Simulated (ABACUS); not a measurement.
Input of an ABACUS 3.10.1 run:

run_abacus.py

```python
"""ABACUS run from a structure file: ASE reads it, the script writes STRU, KPT and INPUT."""
import re
import subprocess
from ase.io import read
from ase.units import Bohr

atoms = read("POSCAR")
atoms = atoms[(-atoms.numbers).argsort(kind="stable")]  # ABACUS lists atoms element by element
pseudo = {'Ti': 'Ti.upf', 'Al': 'Al.upf'}
orbital = {'Ti': 'Ti_confined-atom_7au_4s3p3d1f.orb', 'Al': 'Al_confined-atom_8au_3s3p2d1f.orb'}
magmoms = None
kmesh = [7, 7, 7]
params = {
    'suffix': 'TiAl3',
    'calculation': 'scf',
    'basis_type': 'lcao',
    'pseudo_dir': './',
    'orbital_dir': './',
    'symmetry': 1,
    'dft_functional': 'pbe',
    'ecutwfc': 100,
    'pseudo_rcut': 7,
    'nspin': 1,
    'nbands': 15,
    'ks_solver': 'genelpa',
    'smearing_method': 'fd',
    'smearing_sigma': 0.00367493,
    'scf_thr': 1e-07,
    'scf_nmax': 100,
    'mixing_type': 'broyden',
    'mixing_beta': 0.7,
    'cal_force': 1,
    'cal_stress': 1,
    'out_mul': 1,
    'out_chg': 1,
    'out_pot': 2,
    'out_elf': 1,
}

symbols = atoms.get_chemical_symbols()
elements = list(dict.fromkeys(symbols))
lines = ["ATOMIC_SPECIES"] + [f"{e} {atoms.get_masses()[symbols.index(e)]:.4f} {pseudo[e]}" for e in elements]
if orbital:
    lines += ["", "NUMERICAL_ORBITAL"] + [orbital[e] for e in elements]
lines += ["", "LATTICE_CONSTANT", f"{1 / Bohr:.10f}", "", "LATTICE_VECTORS"]
lines += [" ".join(f"{x:.10f}" for x in v) for v in atoms.cell]
lines += ["", "ATOMIC_POSITIONS", "Direct"]
for e in elements:
    lines += ["", e, "0.0", str(symbols.count(e))]
    for i, p in enumerate(atoms.get_scaled_positions(wrap=False)):
        if symbols[i] == e:
            mag = "" if magmoms is None else " mag " + " ".join(str(x) for x in (magmoms[i] if isinstance(magmoms[i], list) else [magmoms[i]]))
            lines.append(" ".join(f"{x:.10f}" for x in p) + " 1 1 1" + mag)
open("STRU", "w").write("\n".join(lines) + "\n")
open("KPT", "w").write("K_POINTS\n0\nGamma\n%d %d %d 0 0 0\n" % tuple(kmesh))
open("INPUT", "w").write("INPUT_PARAMETERS\n" + "".join(f"{k:<20s}{v}\n" for k, v in params.items()))

done = subprocess.run(['mpirun', '-np', '4', 'abacus'])
if done.returncode:
    raise SystemExit(done.returncode)
log = open("OUT.TiAl3/running_scf.log").read()
print("final energy (eV):", re.findall(r"FINAL_ETOT_IS (\S+)", log))
```

POSCAR

```
TiAl3
1.0
   -1.9111067713      1.9111067713      4.2806687947
    1.9111067713     -1.9111067713      4.2806687947
    1.9111067713      1.9111067713     -4.2806687947
Ti Al
1 3
Direct
    0.0000000000      0.0000000000      0.0000000000
    0.2500000000      0.7500000000      0.5000000000
    0.7500000000      0.2500000000      0.5000000000
    0.5000000000      0.5000000000      0.0000000000
```

Potentials or basis: PseudoDojo NC SR 0.4.1 PBE standard, TZDP LCAO (the cutoffs set its grid).

Launch:

```console
$ OMP_NUM_THREADS=1 python run_abacus.py > log
```

Problem. What does it give for the band gap on the k mesh?

Solution. None (metal or under the smearing width).

Problem. Predict the pressure.

Solution. 2.4 GPa.

Problem. Predict the Mulliken charges.

Solution. Ti +0.61; Al -0.17, -0.27 e.

Stress tensor (GPa, compression positive):
```
2.34 0.00 0.00
0.00 2.34 0.00
0.00 0.00 2.52
```

Caveat: the atomic orbitals were generated for these runs and aren't a published set; the basis of atomic orbitals isn't converged, which shifts pressures, moduli and gaps.
